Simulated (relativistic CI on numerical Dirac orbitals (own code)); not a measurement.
# Nd: one ion under different settings

How much do the settings matter for Nd? One ion, several inputs.

Program: relativistic CI on numerical Dirac orbitals (own code) version 3. Level of theory: Dirac-Coulomb-Breit CI, KLI orbitals optimised for each configuration, model QED (radiative potential, 1s self-energy scaled to tabulated hydrogen-like ionisation energies), numerical settings as typed. These are calculated values, not measurements, unless marked.

### Step 1. The atom as given

- ion: Nd (Nd I)
- nuclear charge: 60
- electrons: 60
- isotope: A = 142

### Step 2. A try

The run's settings:

```ini
atom Nd  Z=60  charge=0  electrons=60
nucleus A=142  rms_radius_fm=4.9123
hamiltonian dirac-coulomb  breit=on  qed=on  c_scale=1
orbitals kli  potential=per-configuration
slater_scale 1
correlation none
mixing on
grid step=0.0125 r_max=9.71
scf mixing=0.4 start=green max_iterations=66 tolerance=2e-08 node_fill=0.05
configurations
  [Xe] 4f4 6s2
  [Xe] 4f2 5f 6s2 7s
  [Xe] 4f4 7s2
end
```

Run with:

```
> python run_levels.py task.json out
```

task.json lists these runs, among others, and the program works through them in turn.

Results of the run (chosen fields of its result record, rounded):

```text
{
  "status": "not_converged",
  "warnings": ["SCF of 1s2 2s2 2p6 3s2 3p6 3d10 4s2 4p6 4d10 4f4 5s2 5p6 6s2 stopped: an orbital could not be found"],
  "scf_steps of the first configuration [iteration, E_Ha, residual, outer_eigenvalue_Ha]": [
    [0, "-", "-", "4f5/2 not found"]
  ]
}
```

Wall time 0.012 s (1 thread, shared host).

What went wrong: the run ended without a result. During the SCF the search lost an orbital: no solution with the right number of nodes was found in that cycle's potential. The input had end of the grid 9.71. The cure is to restore the usual settings.

### Step 3. The mended input

Settings: those of step 2 with these lines changed.

```diff
@@ -7,4 +7,4 @@
 mixing on
-grid step=0.0125 r_max=9.71
-scf mixing=0.4 start=green max_iterations=66 tolerance=2e-08 node_fill=0.05
+grid step=0.0125 r_max=323.6
+scf mixing=0.4 start=green max_iterations=150 tolerance=2e-08 node_fill=0.05
 configurations
```

From the record:

```text
{
  "status": "converged",
  "levels [i, E_cm, J2, conf, term, w_term, w_jj]": [
    [0, 0, 8, "4f4 6s2", "5I", 0.9809, 0.3993],
    [1, 1171.8471, 10, "4f4 6s2", "5I", 0.9887, 0.6047],
    [2, 2484.0435, 12, "4f4 6s2", "5I", 0.9909, 0.7219],
    [3, 3902.6181, 14, "4f4 6s2", "5I", 0.9853, 0.5068],
    [4, 5399.378, 16, "4f4 6s2", "5I", 0.9709, 0.4591],
    [5, 13126.981, 2, "4f4 6s2", "5F", 0.9588, 0.6722],
    [6, 13543.352, 4, "4f4 6s2", "5F", 0.953, 0.5685],
    [7, 14238.579, 6, "4f4 6s2", "5F", 0.9641, 0.4561],
    [8, 14848.821, 4, "4f4 6s2", "5S", 0.9529, 0.4831],
    [9, 15054.085, 8, "4f4 6s2", "5F", 0.9352, 0.4954],
    [10, 15426.368, 12, "4f4 6s2", "3K", 0.9867, 0.4949],
    [11, 16132.815, 10, "4f4 6s2", "5F", 0.9397, 0.427],
    [12, 16594.173, 14, "4f4 6s2", "3K", 0.8852, 0.4405],
    [13, 17956.208, 16, "4f4 6s2", "3K", 0.8036, 0.386],
    "... 16 more rows left out ..."
  ],
  "total_energy [Ha]": -9611.4152342,
  "n_levels_all": 488,
  "overlap": 2.97788e-11,
  "scf_iterations": [44, 14, 17],
  "orbital_energies [Ha]": {"1s": -1592.17, "2s": -257.67, "2p1/2": -243.705, "2p3/2": -224.645, "3s": -56.1993, "3p1/2": -50.2592, "3p3/2": -46.4426, "3d3/2": -36.1349, "3d5/2": -35.311, "4s": -11.3835, "4p1/2": -9.1412, "4p3/2": -8.32352, "4d3/2": -4.64183, "4d5/2": -4.49767, "5s": -1.7483, "5p1/2": -1.15286, "5p3/2": -1.04308, "4f5/2": -0.342531, "4f7/2": -0.327809, "6s": -0.399598},
  "configurations [conf, odd, states, E_av_Ha, breit_Ha, qed_Ha]": [
    ["4f4 6s2", 0, 1001, -9625.091929, 8.301, 5.546],
    ["4f2 6s2 5f 7s", 1, 2548, -9624.414183, 8.308, 5.547],
    ["4f4 7s2", 0, 1001, -9624.815809, 8.3, 5.545]
  ],
  "scf_steps of the first configuration [iteration, E_Ha, residual, outer_eigenvalue_Ha]": [
    [1, -9617.5259, 1.11, -0.1632],
    [2, -9622.995268, 1.13, -0.5054],
    [3, -9624.493927, 0.64, -0.3795],
    [4, -9625.042374, 0.144, -0.2503],
    [5, -9625.048069, 0.132, -0.2491],
    [6, -9625.05256, 0.121, -0.2494],
    [7, -9625.057315, 0.106, -0.253],
    [8, -9625.079157, 0.0792, -0.2743],
    [9, -9625.095413, 0.051, -0.3235],
    [10, -9625.095504, 0.052, -0.3222],
    ["...", "...", "...", "..."],
    [35, -9625.091981, 0.000544, -0.3987],
    [36, -9625.091925, 6.89e-05, -0.3995],
    [37, -9625.091922, 0.00013, -0.3996],
    [38, -9625.091924, 7.12e-05, -0.3996],
    [39, -9625.091929, 5.53e-06, -0.3996],
    [40, -9625.091929, 1.74e-06, -0.3996],
    [41, -9625.091929, 2.69e-07, -0.3996],
    [42, -9625.091929, 1.19e-07, -0.3996],
    [43, -9625.091929, 1.16e-07, -0.3996],
    [44, -9625.091929, 1.45e-08, -0.3996]
  ]
}
```

Wall time 0.67 s (1 thread, shared host).

### Step 4. Start potential previous, Slater scale 0.5

The run's settings:

```ini
atom Nd  Z=60  charge=0  electrons=60
nucleus A=142  rms_radius_fm=4.9123
hamiltonian dirac-coulomb  breit=on  qed=on  c_scale=1
orbitals kli  potential=per-configuration
slater_scale 0.5
correlation none
mixing on
grid step=0.0125 r_max=323.6
scf mixing=0.4 start=previous max_iterations=150 tolerance=2e-08 node_fill=0.05
configurations
  [Xe] 4f4 6s2
  [Xe] 4f2 5f 6s2 7s
  [Xe] 4f4 7s2
end
```

From the record:

```text
{
  "status": "converged",
  "levels [i, E_cm, J2, conf, term, w_term]": [
    [0, 0, 8, "4f4 6s2", "5I", 0.9378],
    [1, 1237.8451, 10, "4f4 6s2", "5I", 0.9665],
    [2, 2511.5485, 12, "4f4 6s2", "5I", 0.9684],
    [3, 3771.943, 14, "4f4 6s2", "5I", 0.938],
    [4, 4997.6668, 16, "4f4 6s2", "5I", 0.8803],
    [5, 7108.9901, 2, "4f4 6s2", "5F", 0.8923],
    [6, 7290.6047, 4, "4f4 6s2", "5F", 0.7919],
    [7, 8073.7307, 6, "4f4 6s2", "5F", 0.869],
    "... 22 more rows left out ..."
  ],
  "total_energy [Ha]": -9611.3384262,
  "n_levels_all": 488,
  "overlap": 2.9779e-11,
  "scf_iterations": [37, 12, 12],
  "orbital_energies [Ha]": {"1s": -1592.17, "2s": -257.67, "2p1/2": -243.705, "2p3/2": -224.645, "3s": -56.1993, "3p1/2": -50.2592, "3p3/2": -46.4426, "3d3/2": -36.1349, "3d5/2": -35.311, "4s": -11.3835, "4p1/2": -9.1412, "4p3/2": -8.32352, "4d3/2": -4.64183, "4d5/2": -4.49767, "5s": -1.7483, "5p1/2": -1.15286, "5p3/2": -1.04308, "4f5/2": -0.342531, "4f7/2": -0.327809, "6s": -0.399598},
  "configurations [conf, odd, states, E_av_Ha, breit_Ha, qed_Ha]": [
    ["4f4 6s2", 0, 1001, -9625.091929, 8.301, 5.546],
    ["4f2 6s2 5f 7s", 1, 2548, -9624.414183, 8.308, 5.547],
    ["4f4 7s2", 0, 1001, -9624.815809, 8.3, 5.545]
  ],
  "scf_steps of the first configuration [iteration, E_Ha, residual, outer_eigenvalue_Ha]": [
    [1, -9612.438359, 2.26, -0.1252],
    [2, -9624.183652, 0.987, -0.5201],
    [3, -9624.894271, 0.527, -0.3752],
    [4, -9625.006987, 0.372, -0.3194],
    [5, -9625.092324, 0.139, -0.2081],
    [6, -9625.09348, 0.138, -0.2071],
    [7, -9625.093615, 0.137, -0.2086],
    [8, -9625.070036, 0.341, -0.4286],
    [9, -9625.093392, 0.0705, -0.3017],
    [10, -9625.093793, 0.048, -0.357],
    ["...", "...", "...", "..."],
    [28, -9625.091903, 0.00013, -0.3995],
    [29, -9625.091935, 7.48e-05, -0.3996],
    [30, -9625.091933, 4.16e-05, -0.3996],
    [31, -9625.091931, 1.96e-05, -0.3996],
    [32, -9625.091929, 3.1e-06, -0.3996],
    [33, -9625.091929, 2.32e-06, -0.3996],
    [34, -9625.091929, 6.61e-07, -0.3996],
    [35, -9625.091929, 1.79e-07, -0.3996],
    [36, -9625.091929, 5.51e-08, -0.3996],
    [37, -9625.091929, 1.94e-08, -0.3996]
  ]
}
```

Run time: 0.58 s. Hardware: 1 thread, shared host.

### Step 5. Tolerance 1e-06

The run's settings:

```ini
atom Nd  Z=60  charge=0  electrons=60
nucleus A=142  rms_radius_fm=4.9123
hamiltonian dirac-coulomb  breit=on  qed=on  c_scale=1
orbitals kli  potential=per-configuration
slater_scale 1
correlation none
mixing on
grid step=0.0125 r_max=323.6
scf mixing=0.4 start=green max_iterations=150 tolerance=1e-06 node_fill=0.05
configurations
  [Xe] 4f4 6s2
  [Xe] 4f2 5f 6s2 7s
  [Xe] 4f4 7s2
end
```

From the record:

```text
{
  "status": "converged",
  "levels [i, E_cm, J2, conf, term, w_term]": [
    [0, 0, 8, "4f4 6s2", "5I", 0.9809],
    [1, 1171.8474, 10, "4f4 6s2", "5I", 0.9887],
    [2, 2484.0442, 12, "4f4 6s2", "5I", 0.9909],
    [3, 3902.6191, 14, "4f4 6s2", "5I", 0.9853],
    [4, 5399.3793, 16, "4f4 6s2", "5I", 0.9709],
    [5, 13126.98, 2, "4f4 6s2", "5F", 0.9588],
    [6, 13543.352, 4, "4f4 6s2", "5F", 0.953],
    [7, 14238.579, 6, "4f4 6s2", "5F", 0.9641],
    "... 22 more rows left out ..."
  ],
  "total_energy [Ha]": -9611.4152342,
  "n_levels_all": 488,
  "overlap": 2.97789e-11,
  "scf_iterations": [41, 13, 14],
  "orbital_energies [Ha]": {"1s": -1592.17, "2s": -257.67, "2p1/2": -243.705, "2p3/2": -224.645, "3s": -56.1993, "3p1/2": -50.2592, "3p3/2": -46.4426, "3d3/2": -36.1349, "3d5/2": -35.311, "4s": -11.3835, "4p1/2": -9.1412, "4p3/2": -8.32352, "4d3/2": -4.64183, "4d5/2": -4.49767, "5s": -1.7483, "5p1/2": -1.15286, "5p3/2": -1.04308, "4f5/2": -0.342531, "4f7/2": -0.327809, "6s": -0.399598},
  "configurations [conf, odd, states, E_av_Ha, breit_Ha, qed_Ha]": [
    ["4f4 6s2", 0, 1001, -9625.091929, 8.301, 5.546],
    ["4f2 6s2 5f 7s", 1, 2548, -9624.414183, 8.308, 5.547],
    ["4f4 7s2", 0, 1001, -9624.815809, 8.3, 5.545]
  ],
  "scf_steps of the first configuration [iteration, E_Ha, residual, outer_eigenvalue_Ha]": [
    [1, -9617.5259, 1.11, -0.1632],
    [2, -9622.995268, 1.13, -0.5054],
    [3, -9624.493927, 0.64, -0.3795],
    [4, -9625.042374, 0.144, -0.2503],
    [5, -9625.048069, 0.132, -0.2491],
    [6, -9625.05256, 0.121, -0.2494],
    [7, -9625.057315, 0.106, -0.253],
    [8, -9625.079157, 0.0792, -0.2743],
    [9, -9625.095413, 0.051, -0.3235],
    [10, -9625.095504, 0.052, -0.3222],
    ["...", "...", "...", "..."],
    [32, -9625.092178, 0.00422, -0.397],
    [33, -9625.091879, 0.0051, -0.398],
    [34, -9625.092045, 0.00448, -0.3972],
    [35, -9625.091981, 0.000544, -0.3987],
    [36, -9625.091925, 6.89e-05, -0.3995],
    [37, -9625.091922, 0.00013, -0.3996],
    [38, -9625.091924, 7.12e-05, -0.3996],
    [39, -9625.091929, 5.53e-06, -0.3996],
    [40, -9625.091929, 1.74e-06, -0.3996],
    [41, -9625.091929, 2.69e-07, -0.3996]
  ]
}
```

It took 0.62 s on 1 thread, shared host.

### Step 6. Speed-of-light factor 1.25

The run's settings:

```ini
atom Nd  Z=60  charge=0  electrons=60
nucleus A=142  rms_radius_fm=4.9123
hamiltonian dirac-coulomb  breit=on  qed=on  c_scale=1.25
orbitals kli  potential=per-configuration
slater_scale 1
correlation none
mixing on
grid step=0.0125 r_max=323.6
scf mixing=0.4 start=green max_iterations=150 tolerance=2e-08 node_fill=0.05
configurations
  [Xe] 4f4 6s2
  [Xe] 4f2 5f 6s2 7s
  [Xe] 4f4 7s2
end
```

From the record:

```text
{
  "status": "converged",
  "levels [i, E_cm, J2, conf, term, w_term]": [
    [0, 0, 8, "4f4 6s2", "5I", 0.9913],
    [1, 743.38964, 10, "4f4 6s2", "5I", 0.9946],
    [2, 1596.0797, 12, "4f4 6s2", "5I", 0.9958],
    [3, 2542.01, 14, "4f4 6s2", "5I", 0.9939],
    [4, 3566.1055, 16, "4f4 6s2", "5I", 0.9883],
    [5, 13191.191, 2, "4f4 6s2", "5F", 0.9805],
    [6, 13478.6, 4, "4f4 6s2", "5F", 0.9812],
    [7, 13919.259, 6, "4f4 6s2", "5F", 0.9849],
    "... 22 more rows left out ..."
  ],
  "total_energy [Ha]": -9484.6427444,
  "n_levels_all": 488,
  "overlap": 1.73597e-11,
  "scf_iterations": [26, 14, 17],
  "orbital_energies [Ha]": {"1s": -1560.74, "2s": -249.649, "2p1/2": -236.296, "2p3/2": -224.644, "3s": -54.4025, "3p1/2": -48.6733, "3p3/2": -46.3478, "3d3/2": -36.1381, "3d5/2": -35.6113, "4s": -10.9843, "4p1/2": -8.81717, "4p3/2": -8.32015, "4d3/2": -4.66431, "4d5/2": -4.57213, "5s": -1.70214, "5p1/2": -1.13036, "5p3/2": -1.06411, "4f5/2": -0.393675, "4f7/2": -0.383777, "6s": -0.416856},
  "configurations [conf, odd, states, E_av_Ha, breit_Ha, qed_Ha]": [
    ["4f4 6s2", 0, 1001, -9494.308276, 5.205, 4.63],
    ["4f2 6s2 5f 7s", 1, 2548, -9493.512856, 5.211, 4.632],
    ["4f4 7s2", 0, 1001, -9494.037109, 5.205, 4.63]
  ],
  "scf_steps of the first configuration [iteration, E_Ha, residual, outer_eigenvalue_Ha]": [
    [1, -9486.786724, 1.17, -0.1572],
    [2, -9492.401544, 1.13, -0.5029],
    [3, -9493.780033, 0.645, -0.3762],
    [4, -9494.263171, 0.168, -0.2534],
    [5, -9494.312459, 0.174, -0.176],
    [6, -9494.312439, 0.172, -0.1768],
    [7, -9494.312656, 0.154, -0.1993],
    [8, -9494.312591, 0.137, -0.2218],
    [9, -9494.310567, 0.218, -0.4144],
    [10, -9494.307459, 0.127, -0.2369],
    ["...", "...", "...", "..."],
    [17, -9494.308218, 0.0255, -0.4596],
    [18, -9494.308265, 0.00032, -0.4167],
    [19, -9494.308261, 0.000363, -0.4169],
    [20, -9494.308267, 8.23e-05, -0.4169],
    [21, -9494.308273, 2.29e-05, -0.4168],
    [22, -9494.308276, 7.12e-06, -0.4168],
    [23, -9494.308276, 1.64e-06, -0.4169],
    [24, -9494.308276, 4.49e-07, -0.4169],
    [25, -9494.308276, 2.09e-07, -0.4169],
    [26, -9494.308276, 1.18e-08, -0.4169]
  ]
}
```

Run time: 0.57 s. Hardware: 1 thread, shared host.

With a scaled speed of light this is not the real ion; the QED potentials keep the true α and change only through the orbitals.

### Step 7. Start potential thomas-fermi, end of the grid 485.4, speed-of-light factor 1.25

Settings: those of step 6 with these lines changed.

```diff
@@ -7,4 +7,4 @@
 mixing on
-grid step=0.0125 r_max=323.6
-scf mixing=0.4 start=green max_iterations=150 tolerance=2e-08 node_fill=0.05
+grid step=0.0125 r_max=485.4
+scf mixing=0.4 start=thomas-fermi max_iterations=150 tolerance=2e-08 node_fill=0.05
 configurations
```

From the record:

```text
{
  "status": "converged",
  "levels [i, E_cm, J2, conf, term, w_term]": [
    [0, 0, 8, "4f4 6s2", "5I", 0.9913],
    [1, 743.38963, 10, "4f4 6s2", "5I", 0.9946],
    [2, 1596.0797, 12, "4f4 6s2", "5I", 0.9958],
    [3, 2542.01, 14, "4f4 6s2", "5I", 0.9939],
    [4, 3566.1055, 16, "4f4 6s2", "5I", 0.9883],
    [5, 13191.191, 2, "4f4 6s2", "5F", 0.9805],
    [6, 13478.6, 4, "4f4 6s2", "5F", 0.9812],
    [7, 13919.259, 6, "4f4 6s2", "5F", 0.9849],
    "... 22 more rows left out ..."
  ],
  "total_energy [Ha]": -9484.6427444,
  "n_levels_all": 488,
  "overlap": 1.73608e-11,
  "scf_iterations": [48, 14, 17],
  "orbital_energies [Ha]": {"1s": -1560.74, "2s": -249.649, "2p1/2": -236.296, "2p3/2": -224.644, "3s": -54.4025, "3p1/2": -48.6733, "3p3/2": -46.3478, "3d3/2": -36.1381, "3d5/2": -35.6113, "4s": -10.9843, "4p1/2": -8.81717, "4p3/2": -8.32015, "4d3/2": -4.66431, "4d5/2": -4.57213, "5s": -1.70214, "5p1/2": -1.13036, "5p3/2": -1.06411, "4f5/2": -0.393674, "4f7/2": -0.383777, "6s": -0.416856},
  "configurations [conf, odd, states, E_av_Ha, breit_Ha, qed_Ha]": [
    ["4f4 6s2", 0, 1001, -9494.308276, 5.205, 4.63],
    ["4f2 6s2 5f 7s", 1, 2548, -9493.512856, 5.211, 4.632],
    ["4f4 7s2", 0, 1001, -9494.037109, 5.205, 4.63]
  ],
  "scf_steps of the first configuration [iteration, E_Ha, residual, outer_eigenvalue_Ha]": [
    [1, -9480.152002, 2.36, -0.1225],
    [2, -9493.384387, 0.985, -0.5144],
    [3, -9494.090097, 0.532, -0.3693],
    [4, -9494.270708, 0.239, -0.2744],
    [5, -9494.303843, 0.156, -0.2026],
    [6, -9494.284808, 0.281, -0.1663],
    [7, -9494.285342, 0.279, -0.1667],
    [8, -9494.285458, 0.278, -0.1668],
    [9, -9494.285946, 0.277, -0.1668],
    [10, -9494.295591, 0.257, -0.1572],
    ["...", "...", "...", "..."],
    [39, -9494.308293, 0.000124, -0.4169],
    [40, -9494.308276, 4.91e-05, -0.4169],
    [41, -9494.308277, 1.6e-05, -0.4169],
    [42, -9494.308275, 5.98e-06, -0.4169],
    [43, -9494.308276, 5.65e-07, -0.4169],
    [44, -9494.308276, 1.91e-07, -0.4169],
    [45, -9494.308276, 9.81e-08, -0.4169],
    [46, -9494.308276, 8.74e-08, -0.4169],
    [47, -9494.308276, 6.1e-08, -0.4169],
    [48, -9494.308276, 1.64e-08, -0.4169]
  ]
}
```

Run time: 0.67 s. Hardware: 1 thread, shared host.

With a scaled speed of light this is not the real ion; the QED potentials keep the true α and change only through the orbitals.

### Step 8. Nuclear radius 4912.3

The run's settings:

```ini
atom Nd  Z=60  charge=0  electrons=60
nucleus A=142  rms_radius_fm=4912.3000
hamiltonian dirac-coulomb  breit=on  qed=on  c_scale=1
orbitals kli  potential=per-configuration
slater_scale 1
correlation none
mixing on
grid step=0.0125 r_max=323.6
scf mixing=0.4 start=green max_iterations=77 tolerance=2e-08 node_fill=0.05
configurations
  [Xe] 4f4 6s2
  [Xe] 4f2 5f 6s2 7s
  [Xe] 4f4 7s2
end
```

From the record:

```text
{
  "status": "converged",
  "levels [i, E_cm, J2, conf, term, w_term]": [
    [0, 0, 8, "4f4 6s2", "5I", 0.953],
    [1, 3526.2976, 10, "4f4 6s2", "5I", 0.9741],
    [2, 7220.6358, 12, "4f4 6s2", "5I", 0.9772],
    [3, 10953.882, 14, "4f4 6s2", "5I", 0.9586],
    [4, 14656.597, 16, "4f4 6s2", "5I", 0.9204],
    [5, 23890.275, 2, "4f4 6s2", "5F", 0.9169],
    [6, 24628.222, 4, "4f4 6s2", "5F", 0.859],
    [7, 26740.391, 6, "4f4 6s2", "5F", 0.9089],
    "... 22 more rows left out ..."
  ],
  "total_energy [Ha]": -5367.6621858,
  "n_levels_all": 488,
  "overlap": 2.49367e-09,
  "scf_iterations": [13, 13, 13],
  "orbital_energies [Ha]": {"1s": -293.069, "2s": -75.6457, "2p1/2": -146.289, "2p3/2": -145.473, "3s": -17.5453, "3p1/2": -31.8208, "3p3/2": -31.6736, "3d3/2": -43.1333, "3d5/2": -42.6147, "4s": -3.3596, "4p1/2": -5.92544, "4p3/2": -5.89599, "4d3/2": -6.64661, "4d5/2": -6.56144, "5s": -0.581533, "5p1/2": -0.893543, "5p3/2": -0.889008, "4f5/2": -2.33899, "4f7/2": -2.29784, "6s": -0.11253},
  "configurations [conf, odd, states, E_av_Ha, breit_Ha, qed_Ha]": [
    ["4f4 6s2", 0, 1001, -5369.027463, 1.519, 0.1593],
    ["4f2 6s2 5f 7s", 1, 2548, -5363.3101, 1.521, 0.1599],
    ["4f4 7s2", 0, 1001, -5368.864454, 1.519, 0.1593]
  ],
  "scf_steps of the first configuration [iteration, E_Ha, residual, outer_eigenvalue_Ha]": [
    [1, -5306.427097, 3.65, -0.06783],
    [2, -5365.372632, 0.818, -0.3685],
    [3, -5367.715091, 0.49, -0.2433],
    [4, -5369.014618, 0.0675, -0.1139],
    [5, -5369.025649, 0.0135, -0.1162],
    [6, -5369.027732, 0.00469, -0.1135],
    [7, -5369.027403, 0.00215, -0.1123],
    [8, -5369.027445, 0.000592, -0.1124],
    [9, -5369.027465, 3.89e-05, -0.1125],
    [10, -5369.027463, 1.03e-05, -0.1125],
    [11, -5369.027463, 1.14e-07, -0.1125],
    [12, -5369.027463, 1.08e-07, -0.1125],
    [13, -5369.027463, 3.97e-09, -0.1125]
  ]
}
```

Wall time 0.47 s (1 thread, shared host).

This setting is unsound; the numbers are not properties of the ion.

### Step 9. The runs side by side

| setting | total energy less usual (Ha) | largest shift of a level among the lowest eight of both runs, same label and place (cm⁻¹) | SCF iterations | time | lowest level | kind of change |
| --- | --- | --- | --- | --- | --- | --- |
| usual | 0 | 0 | 75 | 0.67 s | 4f4 6s2 5I4 | - |
| start potential previous, Slater scale 0.5 | 0.0768 | 6250 | 61 | 0.58 s | 4f4 6s2 5I4 | model term |
| tolerance 1e-06 | 0 | 0 | 68 | 0.62 s | 4f4 6s2 5I4 | numerical |
| speed-of-light factor 1.25 | 127 | 1830 | 57 | 0.57 s | 4f4 6s2 5I4 | unphysical constant |
| start potential thomas-fermi, end of the grid 485.4, speed-of-light factor 1.25 | 127 | 1830 | 79 | 0.67 s | 4f4 6s2 5I4 | unphysical constant |
| nuclear radius 4912.3 | 4.24e+03 | 12500 | 39 | 0.47 s | 4f4 6s2 5I4 | unsound |

### Step 10. Outcome

| quantity | value |
| --- | --- |
| lowest level, usual settings | 4f4 6s2 5I4 |
| total energy | -9611.4152 Ha |
| first excitation | 1171.8 cm⁻¹ |
| runs without a result | 1 |

What this shows: Among the runs whose levels can be followed, they move most under «nuclear radius 4912.3» (unsound), by up to 12500 cm⁻¹. No visible change in the result comes from «tolerance 1e-06». Only the listed configurations are in the model. Near neutrality, missing correlation can shift configurations against each other by thousands of cm⁻¹.
